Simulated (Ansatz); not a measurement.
# BrF2H5Si2: the cost of one run

Program: Ansatz 0.2.0. Level of theory: RKS B3LYP-D4/def2-SVP. These are calculated values, not measurements.

## (1) The starting structure

Bond lengths: Si1–Si2 2.602 Å, Si1–F3 1.591 Å, Si1–F4 1.626 Å, Si1–H5 1.436 Å, Si1–H6 1.521 Å, Si1–Br7 2.703 Å, Si2–H8 1.454 Å, Si2–H9 1.456 Å, Si2–H10 1.459 Å. Angles (14 of 21 angles, heavy atoms first): Si2–Si1–F3 94.9°, Si2–Si1–F4 77.1°, Si2–Si1–Br7 91.2°, F3–Si1–F4 98.5°, F3–Si1–Br7 93.2°, F4–Si1–Br7 164.1°, Si1–Si2–H8 93.1°, Si1–Si2–H9 101.0°, Si1–Si2–H10 122.5°, Si2–Si1–H5 149.6°, Si2–Si1–H6 45.2°, F3–Si1–H5 115.4°, F3–Si1–H6 103.4°, F4–Si1–H5 98.7°.

Coordinates:

```xyz
10

Si   -1.0892   -0.3260   -0.2790
Si    1.3041    0.1101    0.6454
F    -0.6071   -1.2675   -1.4674
F    -0.9698   -1.3974    0.9389
H    -2.5032   -0.0853   -0.2189
H    -0.1151    0.8405   -0.3354
Br   -0.9701    1.9071   -1.7966
H     1.6701   -1.2951    0.5807
H     1.0015    0.5765    1.9912
H     2.2787    0.9372   -0.0589
```

## (2) A restrained relaxation towards end A

Springs on the bonds that form and break draw the guess towards this end; the thresholds are loose.

The input, input.yaml:

```yaml
crystal:
  periodic: [false, false, false]
  atoms:
    - { symbol: Si, position_ang: [-1.0892, -0.326, -0.279] }
    - { symbol: Si, position_ang: [1.3041, 0.1101, 0.6454] }
    - { symbol: F, position_ang: [-0.6071, -1.2675, -1.4674] }
    - { symbol: F, position_ang: [-0.9698, -1.3974, 0.9389] }
    - { symbol: H, position_ang: [-2.5032, -0.0853, -0.2189] }
    - { symbol: H, position_ang: [-0.1151, 0.8405, -0.3354] }
    - { symbol: Br, position_ang: [-0.9701, 1.9071, -1.7966] }
    - { symbol: H, position_ang: [1.6701, -1.2951, 0.5807] }
    - { symbol: H, position_ang: [1.0015, 0.5765, 1.9912] }
    - { symbol: H, position_ang: [2.2787, 0.9372, -0.0589] }
basis:
  gaussian: { orbitals: def2-SVP }
hamiltonian:
  xc: b3lyp
  dispersion: d4
relax:
  f_tol: 0.15
  max_steps: 25
  restrain:
    - { distance: [0, 6], at: 3.61, k: 30.0 }
    - { distance: [5, 1], at: 2.72, k: 30.0 }
    - { distance: [0, 1], at: 2.22, k: 30.0 }
    - { distance: [5, 6], at: 1.51, k: 30.0 }
```

On the command line:

```console
$ ansatz run input.yaml --threads 4 --pin off --max-ram 5120MiB --backend cpu --events-out ev --progress --plain --runs-dir out
```

Q: Estimate wall time and peak memory on 4 threads of Arm Neoverse N1, shared host.

About 59 s, with a peak of 0.33 GiB.
